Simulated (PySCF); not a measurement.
# Tl2Br2: other functionals and bases at one geometry

An exercise on one series of results from a longer session: the logs are not shown, and one member is left open.

Method: several levels, as the steps say, no spin–orbit coupling; program: PySCF 2.14.0.

3 further runs of the same task are left out: 2 for a known fault of the program, 1 that didn't finish.

**The starting structure**

4 atoms, charge 0, spin multiplicity 1.

Bond lengths: Tl1–Br3 2.951 Å, Tl1–Br4 2.951 Å, Tl2–Br3 2.951 Å, Tl2–Br4 2.951 Å. Angles: Br3–Tl1–Br4 88.7°, Br3–Tl2–Br4 88.7°, Tl1–Br3–Tl2 91.3°, Tl1–Br4–Tl2 91.3°.

Geometry (Å):

```xyz
4

Tl    0.0000    0.0000    2.1108
Tl    0.0000    0.0000   -2.1108
Br    2.0629    0.0000    0.0000
Br   -2.0629    0.0000    0.0000
```

Formal oxidation states: Tl +1. An earlier session relaxed this geometry at PBE, Tl def2-SVP with ECP60, Br def2-SVP (singlet, point group D2h).

At PBE on the finer grid: E = -5492.218615 Eh, HOMO -5.84 eV, LUMO -2.26 eV, Mulliken charge on Tl1 +0.40 e, largest force component 0.036 eV/Å. 

Levels to run: BP86; BLYP; TPSSh; B3LYP; PBE, TZVP; PBE, x2c-SVP. Hardware: 2 threads of AMD EPYC 7B13 (Zen 3), shared host.

Set-up of the first run:

The input, run.py (the lines that set the calculation):

```python
mol = gto.M(atom='''
Tl     0.00000     0.00000     2.11083
Tl     0.00000     0.00000    -2.11083
Br     2.06287     0.00000     0.00000
Br    -2.06287     0.00000     0.00000''',
    basis={'Tl': 'def2-SVP', 'Br': 'def2-SVP'},
    ecp={'Tl': 'def2-SVP'},
    charge=0, spin=0)
mf = dft.RKS(mol, xc='B88,P86')
mf.grids.atom_grid = (75, 302)
mf = mf.density_fit()  # fitting sets: Tl def2-universal-JKFIT, Br def2-universal-JKFIT
mf.conv_tol = 1e-08; mf.max_cycle = 55
mf.kernel(dm0)  # dm0: the density of the relaxed state
```

Command:

```
OMP_NUM_THREADS=2 python run.py
```

Among the steps run: BP86; BLYP; TPSSh; B3LYP; PBE, TZVP; PBE, x2c-SVP.

One table of the session follows, with a row left open; its other results are not shown here.

```
             level  HOMO (eV)  gap (eV)  charge on Tl1 (e)  largest force component (eV/Å)
PBE (relaxed here)      -5.84      3.57               0.40                            0.04
              BP86      -5.96      3.60               0.40                            0.03
              BLYP      -5.63      3.41               0.38                            0.21
             TPSSh      -6.30      4.42               0.46                            0.06
             B3LYP      -6.59      4.72               0.44                            0.10
         PBE, TZVP      -5.97      3.64               0.49                            0.09
      PBE, x2c-SVP          ?         ?                  ?                               ?
```

Estimate the missing values for PBE, x2c-SVP.

The run gave: HOMO (eV): -5.81; gap (eV): 3.56; charge on Tl1 (e): 0.42; largest force component (eV/Å): 0.27. In the column «HOMO (eV)» it lies between PBE (relaxed here) (-5.84) and BLYP (-5.63).

In one basis the HOMO–LUMO gap runs from 3.41 eV (BLYP) to 4.72 eV (B3LYP). The largest leftover force, 0.27 eV/Å with PBE, x2c-SVP, stands at a geometry relaxed at another level. Total energies of different levels can't be compared.
